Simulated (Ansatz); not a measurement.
Consider cell relaxations under several functionals of Al, space group P6_3/mmc (Ansatz 0.2.0, Python API).

Script `lattice_al.py`:
```python
"""Relaxed cell of Al under several functionals."""

import ansatz
import numpy as np

FILLING = "fermi_dirac"
KGRID = (10, 10, 3)
FMAX = 0.01

def edges_and_angles(cell):
    cell = np.asarray(cell)
    a, b, c = np.linalg.norm(cell, axis=1)
    cosines = cell[1] @ cell[2] / (b * c), cell[0] @ cell[2] / (a * c), cell[0] @ cell[1] / (a * b)
    return (a, b, c, *np.degrees(np.arccos(cosines)))

system = (
    ansatz.Lattice.from_parameters(2.827077, 2.827077, 9.185993, alpha=90, beta=90, gamma=120)
    .space_group(194)
    .atom("Al", (0.0, 0.0, 0.0))
    .atom("Al", (1 / 3, 2 / 3, 0.25))
)

model = (
    system.calculation()
    .occupations(FILLING)
    .kpoints(*KGRID, center="gamma")
    .relax(cell=True, force_tolerance=FMAX)
)

levels = [("pbesol", "d3bj"), ("lda", "none"), ("pbesol", "none")]
print("level            a       b       c    alpha   beta  gamma  V/atom  steps")
for name, dispersion in levels:
    seen = []
    run = model.functional(name, dispersion=dispersion).session().plan()
    done = run.execute(on_event=lambda e: seen.append(e) if e["event"] == "relax_step" else None)
    cell = done.lattice.cell_ang
    label = name if dispersion == "none" else f"{name}+{dispersion}"
    print("{:13s} {:7.4f} {:7.4f} {:7.4f} {:6.2f} {:6.2f} {:6.2f}".format(label, *edges_and_angles(cell)), f"{abs(np.linalg.det(cell)) / len(done.lattice.sites):7.3f} {len(seen):5d}")
```

Rank the levels of theory by the volume of the relaxed cell.

From smallest to largest: PBEsol+D3BJ (15.61 Å³ an atom, -1.8 % against the start), LDA (15.85 Å³ an atom, -0.3 % against the start) and PBEsol (16.22 Å³ an atom, +2.0 % against the start). The spread is 3.9 % in volume.

The output:

```console
$ python lattice_al.py
level            a       b       c    alpha   beta  gamma  V/atom  steps
DeckWarning: basis.ecutwfc = 420 eV, auto-derived from the records' recommended cutoffs: set by Al (normal level)
pbesol+d3bj    2.7978  2.7978  9.2094  90.00  90.00 120.00  15.608     6
lda            2.8111  2.8111  9.2653  90.00  90.00 120.00  15.852     4
pbesol         2.8331  2.8331  9.3344  90.00  90.00 120.00  16.221     5
```
(Warnings from the package without file and line.)

Caveats:
- Forces vanish by symmetry, so the ions can't move, and the end may be a saddle.
- Dispersion corrections can be off by several per cent in the lattices of metals, and by several GPa in the pressure at a fixed cell.
- The mesh is modest for a metal, so energies can be off by several to tens of meV an atom and pressures by half a GPa or more; differences at equal mesh fare better.
- This isn't the structure that Al takes at ambient conditions.
- Finished in 15 s on 1 thread of Intel(R) Xeon(R) Processor @ 2.30GHz, on a shared host, peak memory 0.52 GiB.
